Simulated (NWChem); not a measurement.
# CH5BBrN (SMILES CNBBr) at 4 levels

Aim: a comparison of 4 runs (HF/STO-3G, HF/3-21G, B3LYP/6-31G*) of CH5BBrN. 

The calculation is run with NWChem 7.3.0.

1 further run of the same task is left out (set aside as unsound or not needed).

### 1 Starting point

CH5BBrN: 9 atoms, total charge 0, spin state singlet. As SMILES, `CNBBr`. The coordinates come from a PBE0-D4/def2-TZVP relaxation. This is one conformer, not always the lowest.

Bond lengths: C1–N2 1.446 Å, N2–B3 1.378 Å, B3–Br4 1.934 Å, C1–H5 1.094 Å, C1–H6 1.094 Å, C1–H7 1.090 Å, N2–H8 1.009 Å, B3–H9 1.191 Å. Some angles: C1–N2–B3 125.8°, N2–B3–Br4 119.5°, C1–N2–H8 114.9°, B3–N2–H8 119.2°, N2–C1–H5 111.3°, N2–C1–H6 111.3°, N2–C1–H7 109.2°, N2–B3–H9 122.0°, Br4–B3–H9 118.5°, H5–C1–H6 108.3°.

### 2 Energy and gradient at HF/STO-3G (run 1)

Contents of run.py:

```python
from ase import Atoms
from ase.calculators.nwchem import NWChem

atoms = Atoms('CNBBrHHHHH', positions=[
    [-0.157000, 1.196200, -0.036000],
    [-0.386500, -0.220200, 0.139000],
    [0.536100, -1.220300, -0.080400],
    [0.029700, -3.063700, 0.213000],
    [-0.300600, 1.741100, 0.901300],
    [-0.831400, 1.618800, -0.786100],
    [0.868000, 1.354400, -0.369900],
    [-1.314400, -0.465500, 0.449900],
    [1.644500, -0.987200, -0.447800],
])

calc = NWChem(
    label='nw',
    theory='scf',
    memory='2200 mb',
    basis='STO-3G',
    basispar='spherical bse',
    scf={'nopen': '0', 'rhf': None, 'thresh': '1e-08', 'maxiter': '80'},
)
atoms.calc = calc

forces = atoms.get_forces()
print("Total energy (eV):", round(atoms.get_potential_energy(), 6))
print("forces (eV/A):")
for s, f in zip(atoms.symbols, forces):
    print(f"{s:2s} {f[0]:10.5f} {f[1]:10.5f} {f[2]:10.5f}")
print("dipole (e A):", atoms.get_dipole_moment().round(4))
```

Started as:

```sh
$ export ASE_NWCHEM_COMMAND="nwchem PREFIX.nwi > PREFIX.nwo"
$ python run.py
```

Log:

```text
Total energy (eV): -72468.927288
forces (eV/A):
C     0.18867    1.26401   -0.14995
N     0.82568   -1.30447   -0.16692
B     0.62385   -0.71538   -0.14609
Br    0.22610    0.82738   -0.13133
H    -0.02129   -0.01450   -0.06376
H     0.01872   -0.00519    0.06536
H    -0.07991    0.00874    0.02432
H    -0.76295    0.00931    0.24055
H    -1.01888   -0.06988    0.32782
dipole (e A): [-0.1725  0.6064  0.0107]
```

The calculator wrote nw.nwi:

```
title "nw"

permanent_dir nw

scratch_dir nw

start nw

geometry units angstrom nocenter noautosym noautoz
  C  -1.5700000000000000e-01 1.1961999999999999e+00 -3.5999999999999997e-02
  N  -3.8650000000000001e-01 -2.2020000000000001e-01 1.3900000000000001e-01
  B  5.3610000000000002e-01 -1.2202999999999999e+00 -8.0399999999999999e-02
  Br 2.9700000000000001e-02 -3.0636999999999999e+00 2.1299999999999999e-01
  H  -3.0059999999999998e-01 1.7411000000000001e+00 9.0129999999999999e-01
  H  -8.3140000000000003e-01 1.6188000000000000e+00 -7.8610000000000002e-01
  H  8.6799999999999999e-01 1.3544000000000000e+00 -3.6990000000000001e-01
  H  -1.3144000000000000e+00 -4.6550000000000002e-01 4.4990000000000002e-01
  H  1.6445000000000001e+00 -9.8719999999999997e-01 -4.4779999999999998e-01
end

memory 2200 mb

basis spherical bse noprint
   * library STO-3G
end

scf
  nopen 0
  rhf
  thresh 1e-08
  maxiter 80
end

task scf gradient
```

nw.nwo:

```text
Northwest Computational Chemistry Package (NWChem) 7.3.0
             --------------------------------------------------------

           Job information
           ---------------

    nwchem branch   = 7.3.0
    use scalapack   = T
    input           = nw.nwi
    prefix          = nw.
    data base       = nw/nw.db
    status          = startup
    nproc           =        1

           Memory information
           ------------------

[... 5 lines left out ...]
    hardfail = no
[... 137 lines left out ...]
         Quadratically convergent ROHF
[... 14 lines left out ...]
       Final RHF  results
[... 4 lines left out ...]
      Two-electron energy =   1267.451478871483
[... 47 lines left out ...]
                       ROHF Final Molecular Orbital Analysis
[... 220 lines left out ...]
                 ----------------------------------------
                 |  Time  |  1-e(secs)   |  2-e(secs)   |
                 ----------------------------------------
                 |  CPU   |       0.00   |       1.72   |
                 ----------------------------------------
                 |  WALL  |       0.00   |       1.72   |
                 ----------------------------------------

 Task  times  cpu:        5.7s     wall:        5.7s
 Total times  cpu:        5.7s     wall:        5.7s
```

Wall time 7.2 s (1 thread of Intel Xeon Platinum 8259CL at 2.50GHz (Skylake/Cascade Lake), shared host); peak memory 0.1 GiB.

### 3 Energy and forces at HF/3-21G (run 2)

Contents of run.py:

```python
from ase import Atoms
from ase.calculators.nwchem import NWChem

system = Atoms(['C', 'N', 'B', 'Br', 'H', 'H', 'H', 'H', 'H'], positions=[
    [-0.157000, 1.196200, -0.036000],
    [-0.386500, -0.220200, 0.139000],
    [0.536100, -1.220300, -0.080400],
    [0.029700, -3.063700, 0.213000],
    [-0.300600, 1.741100, 0.901300],
    [-0.831400, 1.618800, -0.786100],
    [0.868000, 1.354400, -0.369900],
    [-1.314400, -0.465500, 0.449900],
    [1.644500, -0.987200, -0.447800],
])

calc = NWChem(
    label='sp',
    theory='scf',
    memory='2200 mb',
    basis='3-21G',
    basispar='spherical bse',
    scf={'nopen': '0', 'rhf': None, 'thresh': '1e-08', 'maxiter': '80', 'print': 'low'},
)
system.calc = calc

forces = system.get_forces()
print("Total energy (eV):", round(system.get_potential_energy(), 6))
print("forces (eV/A):")
for s, f in zip(system.symbols, forces):
    print(f"{s:2s} {f[0]:10.5f} {f[1]:10.5f} {f[2]:10.5f}")
```

Started as:

```sh
$ export ASE_NWCHEM_COMMAND="nwchem PREFIX.nwi > PREFIX.nwo"
$ python run.py
```

Log:

```text
Total energy (eV): -72909.348633
forces (eV/A):
C     0.23448    1.19176   -0.15956
N    -0.75344   -0.53829    0.27650
B     0.80907    0.57690   -0.29789
Br   -0.17751   -0.96458    0.12583
H     0.04479   -0.16933   -0.28318
H     0.20445   -0.13257    0.22636
H    -0.31367   -0.00581    0.09899
H     0.23983    0.12398   -0.08454
H    -0.28807   -0.08212    0.09750
```

The calculator wrote sp.nwi:

```
title "sp"

permanent_dir sp

scratch_dir sp

start sp

geometry units angstrom nocenter noautosym noautoz
  C  -1.5700000000000000e-01 1.1961999999999999e+00 -3.5999999999999997e-02
  N  -3.8650000000000001e-01 -2.2020000000000001e-01 1.3900000000000001e-01
  B  5.3610000000000002e-01 -1.2202999999999999e+00 -8.0399999999999999e-02
  Br 2.9700000000000001e-02 -3.0636999999999999e+00 2.1299999999999999e-01
  H  -3.0059999999999998e-01 1.7411000000000001e+00 9.0129999999999999e-01
  H  -8.3140000000000003e-01 1.6188000000000000e+00 -7.8610000000000002e-01
  H  8.6799999999999999e-01 1.3544000000000000e+00 -3.6990000000000001e-01
  H  -1.3144000000000000e+00 -4.6550000000000002e-01 4.4990000000000002e-01
  H  1.6445000000000001e+00 -9.8719999999999997e-01 -4.4779999999999998e-01
end

memory 2200 mb

basis spherical bse noprint
   * library 3-21G
end

scf
  nopen 0
  rhf
  thresh 1e-08
  maxiter 80
  print low
end

task scf gradient
```

sp.nwo:

```text
Northwest Computational Chemistry Package (NWChem) 7.3.0
             --------------------------------------------------------

           Job information
           ---------------

    nwchem branch   = 7.3.0
    use scalapack   = T
    input           = sp.nwi
    prefix          = sp.
    data base       = sp/sp.db
    status          = startup
    nproc           =        1

           Memory information
           ------------------

[... 5 lines left out ...]
    hardfail = no
[... 112 lines left out ...]
       Final RHF  results
[... 3 lines left out ...]
      One-electron energy =  -4148.093711999509
[... 1 line left out ...]
 Nuclear repulsion energy =    209.272523553057
[... 3 lines left out ...]
                              NWChem Gradients Module
                              -----------------------

                         RHF ENERGY GRADIENTS

    atom               coordinates                        gradient
                 x          y          z           x          y          z
   1 C      -0.296687   2.260490  -0.068030   -0.004560  -0.023176   0.003103
   2 N      -0.730379  -0.416118   0.262672    0.014652   0.010468  -0.005377
   3 B       1.013082  -2.306033  -0.151934   -0.015734  -0.011219   0.005793
[... 5 lines of this table left out ...]
   9 H       3.107654  -1.865537  -0.846219    0.005602   0.001597  -0.001896

 Task  times  cpu:        6.5s     wall:        6.5s
 Total times  cpu:        6.6s     wall:        6.6s
```

It took 8.1 s on 1 thread of Intel Xeon Platinum 8259CL at 2.50GHz (Skylake/Cascade Lake), shared host; peak memory 0.099 GiB.

### 4 Energy and gradient at B3LYP/6-31G(d) (spherical functions) (run 3)

Contents of sp.nw:

```
start sp
memory stack 880 mb heap 220 mb global 1100 mb
charge 0
geometry units angstrom noautosym nocenter noautoz
  C     -0.157000     1.196200    -0.036000
  N     -0.386500    -0.220200     0.139000
  B      0.536100    -1.220300    -0.080400
  Br     0.029700    -3.063700     0.213000
  H     -0.300600     1.741100     0.901300
  H     -0.831400     1.618800    -0.786100
  H      0.868000     1.354400    -0.369900
  H     -1.314400    -0.465500     0.449900
  H      1.644500    -0.987200    -0.447800
end
basis spherical bse
  * library 6-31G*
end
dft
  xc b3lyp
  grid xfine
  convergence energy 1e-08
  maxiter 100
  mulliken
end
task dft gradient
```

Started as:

```sh
$ nwchem sp.nw > sp.out
```

Log:

```text
[...]
          Wavefunction type:  closed shell.
          No. of atoms     :     9
          No. of electrons :    58
[...]
          Charge           :     0
          Spin multiplicity:     1
[...]
          AO basis - number of functions:    84
[...]
              XC Information
              --------------
                         B3LYP Method XC Potential
                     Hartree-Fock (Exact) Exchange  0.200
                        Slater Exchange Functional  0.800 local
                    Becke 1988 Exchange Functional  0.720 non-local
              Lee-Yang-Parr Correlation Functional  0.810
                  VWN I RPA Correlation Functional  0.190 local
[...]
 d= 0,ls=0.0,diis     1  -2694.6157213061 -2.90D+03  9.12D-03  4.26D-01     6.5
[...]
 d= 0,ls=0.0,diis    10  -2694.6687782731 -4.85D-10  2.06D-07  7.23D-10    52.9
         Total DFT energy =    -2694.668778273136
      One electron energy =    -4160.333091176914
           Coulomb energy =     1366.077773442655
    Exchange-Corr. energy =     -109.685984091935
 Nuclear repulsion energy =      209.272523553057
[...]
      Total Density - Mulliken Population Analysis
     ---------------------------------------------
    Atom       Charge   Shell Charges
 -----------   ------   -------------------------------------------------------
    1 C    6     6.31   2.00  0.68  2.12  0.58  0.89  0.05
    2 N    7     7.48   2.00  0.77  2.56  0.75  1.37  0.03
    3 B    5     4.80   2.00  0.56  1.46  0.33  0.38  0.07
    4 Br  35    35.24   2.00  2.00  6.00  2.00  5.99  1.62  3.86  0.34  1.40  6.95  2.92  0.16
    5 H    1     0.84   0.53  0.31
    6 H    1     0.84   0.53  0.31
    7 H    1     0.82   0.53  0.30
    8 H    1     0.67   0.51  0.16
    9 H    1     1.01   0.52  0.48
[...]
  wavefunction    = closed shell
[...]
```

Wall time 72 s (1 thread of Intel Xeon Platinum 8259CL at 2.50GHz (Skylake/Cascade Lake), shared host); peak memory 0.14 GiB.

### 5 Energy and forces at B3LYP/6-31G(d) (Cartesian functions) (run 4)

Contents of ch5bbrn.xyz:

```xyz
9
CH5BBrN B3LYP
C     -0.157000     1.196200    -0.036000
N     -0.386500    -0.220200     0.139000
B      0.536100    -1.220300    -0.080400
Br     0.029700    -3.063700     0.213000
H     -0.300600     1.741100     0.901300
H     -0.831400     1.618800    -0.786100
H      0.868000     1.354400    -0.369900
H     -1.314400    -0.465500     0.449900
H      1.644500    -0.987200    -0.447800
```

Contents of run.py:

```python
from ase.io import read
from ase.calculators.nwchem import NWChem

mol = read('ch5bbrn.xyz')

calc = NWChem(
    label='ch5bbrn',
    theory='dft',
    memory='2200 mb',
    basis='6-31G*',
    dft={'xc': 'b3lyp', 'mult': '1', 'grid': 'fine', 'convergence': 'energy 1e-08', 'iterations': '100', 'mulliken': None},
)
mol.calc = calc

forces = mol.get_forces()
print(f"energy = {mol.get_potential_energy():.6f} eV")
print("forces (eV/A):")
for s, f in zip(mol.symbols, forces):
    print(f"{s:2s} {f[0]:10.5f} {f[1]:10.5f} {f[2]:10.5f}")
print("dipole (e A):", mol.get_dipole_moment().round(4))
```

Started as:

```sh
$ export ASE_NWCHEM_COMMAND="nwchem PREFIX.nwi > PREFIX.nwo"
$ python run.py
```

Log:

```text
energy = -73325.964313 eV
forces (eV/A):
C     0.04186    0.26297   -0.03152
N     0.00740   -0.09678    0.00442
B     0.31234    0.11544   -0.10742
Br   -0.09251   -0.41456    0.05919
H    -0.02113    0.07955    0.09852
H    -0.07744    0.06664   -0.07852
H     0.08346    0.02520   -0.02823
H    -0.22903   -0.03620    0.07508
H    -0.02499   -0.00226    0.00848
dipole (e A): [-0.2126  0.6485  0.0203]
```

The calculator wrote ch5bbrn.nwi:

```
title "ch5bbrn"

permanent_dir ch5bbrn

scratch_dir ch5bbrn

start ch5bbrn

geometry units angstrom nocenter noautosym noautoz
  C  -1.5700000000000000e-01 1.1961999999999999e+00 -3.5999999999999997e-02
  N  -3.8650000000000001e-01 -2.2020000000000001e-01 1.3900000000000001e-01
  B  5.3610000000000002e-01 -1.2202999999999999e+00 -8.0399999999999999e-02
  Br 2.9700000000000001e-02 -3.0636999999999999e+00 2.1299999999999999e-01
  H  -3.0059999999999998e-01 1.7411000000000001e+00 9.0129999999999999e-01
  H  -8.3140000000000003e-01 1.6188000000000000e+00 -7.8610000000000002e-01
  H  8.6799999999999999e-01 1.3544000000000000e+00 -3.6990000000000001e-01
  H  -1.3144000000000000e+00 -4.6550000000000002e-01 4.4990000000000002e-01
  H  1.6445000000000001e+00 -9.8719999999999997e-01 -4.4779999999999998e-01
end

memory 2200 mb

basis noprint
   * library 6-31G*
end

dft
  xc b3lyp
  mult 1
  grid fine
  convergence energy 1e-08
  iterations 100
  mulliken
end

task dft gradient
```

ch5bbrn.nwo:

```text
Northwest Computational Chemistry Package (NWChem) 7.3.0
             --------------------------------------------------------

           Job information
           ---------------

    nwchem branch   = 7.3.0
    use scalapack   = T
    input           = ch5bbrn.nwi
    prefix          = ch5bbrn.
    data base       = ch5bbrn/ch5bbrn.db
    status          = startup
    nproc           =        1

           Memory information
           ------------------

[... 5 lines left out ...]
    hardfail = no
[... 108 lines left out ...]
  convergence criterion.
[... 44 lines left out ...]
          Spatial weights used:  Erf1
[... 32 lines left out ...]
 1-e energy   =   -4156.547128
[... 48 lines left out ...]
           Coulomb energy =     1365.877521156316
[... 701 lines left out ...]
          Convergence on density requested:  1.00D-05
[... 30 lines left out ...]
          total energy or number of iterations.
[... 36 lines left out ...]
                 ----------------------------------------
                 |  Time  |  1-e(secs)   |  2-e(secs)   |
                 ----------------------------------------
                 |  CPU   |       0.01   |      11.95   |
                 ----------------------------------------
                 |  WALL  |       0.01   |      11.95   |
                 ----------------------------------------

 Task  times  cpu:       43.2s     wall:       43.2s
 Total times  cpu:       43.2s     wall:       43.2s
```

Wall time 45 s (1 thread of Intel Xeon Platinum 8259CL at 2.50GHz (Skylake/Cascade Lake), shared host); peak memory 0.12 GiB.

### 6 All runs side by side

| run | level | iteration cap | module | energy (Eh) | dipole moment (D) | HOMO energy (eV) | LUMO energy (eV) | wall time |
| --- | --- | --- | --- | --- | --- | --- | --- | --- |
| 1 | HF/STO-3G | 80 | scf | -2663.183978 | 3.03 | -8.10 | 8.41 | 7.2 s |
| 2 | HF/3-21G | 80 | scf | -2679.369164 | – | – | – | 8.1 s |
| 3 | B3LYP/6-31G* (spherical functions) | 100 | dft | -2694.668778 | 3.28 | -7.25 | 0.30 | 72 s |
| 4 | B3LYP/6-31G* (Cartesian functions) | 100 | dft | -2694.679508 | 3.28 | -7.25 | 0.30 | 45 s |

### 7 Results

```
                       quantity           value
            run 4: total energy  -2694.67951 Eh
           run 4: dipole moment          3.28 D
             run 4: HOMO energy        -7.25 eV
             run 4: LUMO energy         0.30 eV
           run 4: HOMO–LUMO gap         7.55 eV
run 4: largest force on an atom      0.429 eV/Å
```

**Reading.** Over runs 1, 3, 4 the dipole moment (its size) runs from 3.03 D (HF/STO-3G) to 3.28 D (B3LYP/6-31G*). The two ends differ in method and basis. Over runs 1, 3, 4 the HOMO–LUMO gap runs from 7.55 eV (B3LYP/6-31G*) to 16.51 eV (HF/STO-3G). In run 1 the basis is minimal, so the values are rough. All runs together took 2.2 min, the longest 72 s.
